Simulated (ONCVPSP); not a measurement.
**An ONCV potential for Gd, from input to tests**

Aim: build the potential from the settings below, then test how well it stands in for the atom: other configurations, scattering, ghost states and the plane-wave cutoff that it needs.

Method: ONCVPSP 4.0.1, LDA (Perdew-Wang 92), scalar-relativistic.

### Step 1. The design

The settings as typed:

```
element                 : gadolinium (Gd, Z = 64)
type                    : optimised norm-conserving Vanderbilt (ONCV)
frozen core             : [Kr]
valence charge          : 28
reference configuration : 4d10 4f7 5s2 5p6 5d1 6s1.5 (charge +0.5)
partial waves           : 5s+6s: rc 2.45 bohr, ncon 3, nbas 7, qcut 5 1/bohr, 2 projectors; 5p: rc 2.20 bohr, ncon 4, nbas 9, qcut 6.2 1/bohr, 3 projectors, debl 2.1 Ha; 4d+5d: rc 1.15 bohr, ncon 4, nbas 9, qcut 12.7 1/bohr, 2 projectors; 4f: rc 1.05 bohr, ncon 4, nbas 9, qcut 19.7 1/bohr, 2 projectors, debl 3.6 Ha
local potential         : polynomial inside 1.00 bohr (lpopt 5, dvloc0 0 Ha)
core correction         : Teter function, fcfact 3.5, rcfact 1.1
```

The nodes and maxima of the atom's own shells, from an earlier all-electron run, set the scale for the radii.

All-electron outer shells of the reference configuration (LDA (PZ), scalar-relativistic, ld1.x):

| shell | level (eV) | outermost node (bohr) | outermost maximum (bohr) |
| --- | --- | --- | --- |
| 4p | -278.87 | 0.29 | 0.54 |
| 4d | -150.64 | 0.27 | 0.56 |
| 5s | -52.93 | 0.65 | 1.20 |
| 5p | -30.42 | 0.70 | 1.35 |
| 4f | -11.96 | – | 0.56 |
| 6s | -6.83 | 1.60 | 3.25 |
| 5d | -5.54 | 0.79 | 1.95 |
| 6p | -3.55 | 1.91 | 4.28 |

### Step 2. The generation run

Contents of Gd.dat:

```
# ATOM AND REFERENCE CONFIGURATION
# atsym  z   nc   nv     iexc    psfile
  Gd 64.00    8    6  -001012      upf
#
#   n    l    f
    1    0    2.00
    2    0    2.00
    2    1    6.00
    3    0    2.00
    3    1    6.00
    3    2   10.00
    4    0    2.00
    4    1    6.00
    4    2   10.00
    4    3    7.00
    5    0    2.00
    5    1    6.00
    5    2    1.00
    6    0    1.50
#
# PSEUDOPOTENTIAL AND OPTIMIZATION
# lmax
    3
#
#   l,   rc,      ep,       ncon, nbas, qcut
    0    2.45    0.00    3    7    5.00
    1    2.20    0.00    4    9    6.20
    2    1.15    0.00    4    9   12.70
    3    1.05    0.00    4    9   19.70
#
# LOCAL POTENTIAL
# lloc, lpopt,  rc(5),   dvloc0
    4    5    1.00    0.00
#
# VANDERBILT-KLEINMAN-BYLANDER PROJECTORs
# l, nproj, debl
    0    2    2.10
    1    3    2.10
    2    2    2.50
    3    2    3.60
#
# MODEL CORE CHARGE
# icmod, fcfact, rcfact
    3    3.50    1.10
#
# LOG DERIVATIVE ANALYSIS
# epsh1, epsh2, depsh
   -7.00    5.00    0.04
#
# OUTPUT GRID
# rlmax, drl
    6.00    0.01
#
# TEST CONFIGURATIONS
# ncnf
    4
# nvcnf
#   n    l    f
    6
    4    2   10.00
    4    3    7.00
    5    0    2.00
    5    1    6.00
    5    2    1.00
    6    0    2.00
#
    6
    4    2   10.00
    4    3    7.00
    5    0    2.00
    5    1    6.00
    5    2    1.00
    6    0    1.00
#
    6
    4    2   10.00
    4    3    7.00
    5    0    2.00
    5    1    6.00
    5    2    1.00
    6    0    0.00
#
    7
    4    2   10.00
    4    3    7.00
    5    0    2.00
    5    1    6.00
    5    2    1.00
    6    0    0.00
    6    1    2.00
#
```

On the command line:

```console
$ oncvpsp.x < Gd.dat > Gd.out
```

Before running it: what results should come out? Wanted: cutoffs for 1 and 0.1 mHa per electron, occupied waves; bound ghosts; GHOST(+) flags; largest test error; largest phase difference near zero energy, channels read; rms error of d²Exc/dn², without and with the model core.

The runs gave:

```
                                                quantity                                   value
  cutoffs for 1 and 0.1 mHa per electron, occupied waves                       138 Ha and 154 Ha
                                            bound ghosts                         s at -136.56 eV
                                          GHOST(+) flags                             p at 171 eV
                            largest test error (AE − PS)  -5.0 meV, for 4d10 4f7 5s2 5p6 5d1 6s0
largest phase difference near zero energy, channels read                               0.001 rad
 rms error of d²Exc/dn², without and with the model core                       4.48 and 3.83 mHa
```

What this shows: A bound ghost (s) makes it unfit for use: electrons can fall into a state that the atom doesn't have. The worst unpolarised test, 4d10 4f7 5s2 5p6 5d1 6s0, is off by 5.0 meV on 16.5 eV; by total energies transferability rates as very good. Atomic tests can pass in spite of a ghost, since they solve only for the levels asked. It counts as very hard, with 138 Ha needed at the looser tolerance. At the looser tolerance the 4f wave is the slowest; 4d needs 70 Ha. Near zero energy the phases of the channels with partial waves agree within 0.001 rad. The pseudo curves have a pole with no partner nearby in the atom's: s at -5.00 Ha. The program also flags highly localised states, GHOST(+) (p). All of this concerns the isolated atom, not yet a solid.
